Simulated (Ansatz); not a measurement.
# C2H10SSi: the cost of one run

All numbers below are computed with Ansatz 0.2.0 (RKS BHLYP-D4/cc-pVDZ).

## Step 1: The structure to begin with

Bond lengths: Si1–C3 1.906 Å, Si1–C4 1.904 Å, Si1–H5 1.471 Å, Si1–S7 2.519 Å, C3–H8 1.085 Å, C3–H9 1.086 Å, C3–H10 1.086 Å, C4–H11 1.085 Å, C4–H12 1.085 Å, C4–H13 1.086 Å, S7–H14 1.352 Å. Angles (14 of 19 angles, heavy atoms first): C3–Si1–C4 117.7°, C3–Si1–S7 115.9°, C4–Si1–S7 111.1°, Si1–C3–H8 110.9°, Si1–C3–H9 109.9°, Si1–C3–H10 112.8°, C3–Si1–H5 106.6°, C4–Si1–H5 108.5°, H5–Si1–S7 93.9°, Si1–C4–H11 110.3°, Si1–C4–H12 111.9°, Si1–C4–H13 111.4°, Si1–S7–H14 119.2°, H8–C3–H9 107.7°.

Structure file:

```xyz
14

Si   -0.2339    0.1905    0.3610
H     1.1488   -0.2546   -0.8316
C    -0.0842   -1.6122    0.9604
C    -1.2745    0.5219   -1.1989
H    -0.8087    0.9584    1.4763
H     1.9844    0.2325   -0.9360
S     1.9057    1.5203    0.3219
H     0.7597   -1.7278    1.6331
H    -0.9799   -1.8958    1.5042
H     0.0455   -2.3175    0.1443
H    -2.2108    1.0004   -0.9316
H    -0.7597    1.1745   -1.8968
H    -1.5130   -0.4005   -1.7205
H     2.0208    2.6100    1.1143
```

## Step 2: A restrained relaxation towards end A

Springs on the bonds that form and break draw the guess towards this end; the thresholds are loose.

The input, input.yaml:

```yaml
crystal:
  periodic: [false, false, false]
  atoms:
    - { symbol: Si, position_ang: [-0.2339, 0.1905, 0.361] }
    - { symbol: H, position_ang: [1.1488, -0.2546, -0.8316] }
    - { symbol: C, position_ang: [-0.0842, -1.6122, 0.9604] }
    - { symbol: C, position_ang: [-1.2745, 0.5219, -1.1989] }
    - { symbol: H, position_ang: [-0.8087, 0.9584, 1.4763] }
    - { symbol: H, position_ang: [1.9844, 0.2325, -0.936] }
    - { symbol: S, position_ang: [1.9057, 1.5203, 0.3219] }
    - { symbol: H, position_ang: [0.7597, -1.7278, 1.6331] }
    - { symbol: H, position_ang: [-0.9799, -1.8958, 1.5042] }
    - { symbol: H, position_ang: [0.0455, -2.3175, 0.1443] }
    - { symbol: H, position_ang: [-2.2108, 1.0004, -0.9316] }
    - { symbol: H, position_ang: [-0.7597, 1.1745, -1.8968] }
    - { symbol: H, position_ang: [-1.513, -0.4005, -1.7205] }
    - { symbol: H, position_ang: [2.0208, 2.61, 1.1143] }
basis:
  gaussian: { orbitals: cc-pVDZ }
hamiltonian:
  xc: { name: BHLYP }
  dispersion: d4
relax:
  f_tol: 0.15
  max_steps: 25
  restrain:
    - { distance: [0, 6], at: 3.46, k: 30.0 }
    - { distance: [5, 1], at: 1.92, k: 30.0 }
    - { distance: [0, 1], at: 1.42, k: 30.0 }
    - { distance: [5, 6], at: 1.36, k: 30.0 }
```

Started as:

```
$ ansatz run input.yaml --threads 2 --pin off --max-ram 3072MiB --backend cpu --events-out ev --progress --plain --runs-dir out
```

**Question.** How long does this run take on 2 threads of Arm Neoverse V1, shared host, and how much memory does it need?

About 78 s, with a peak of 0.27 GiB.
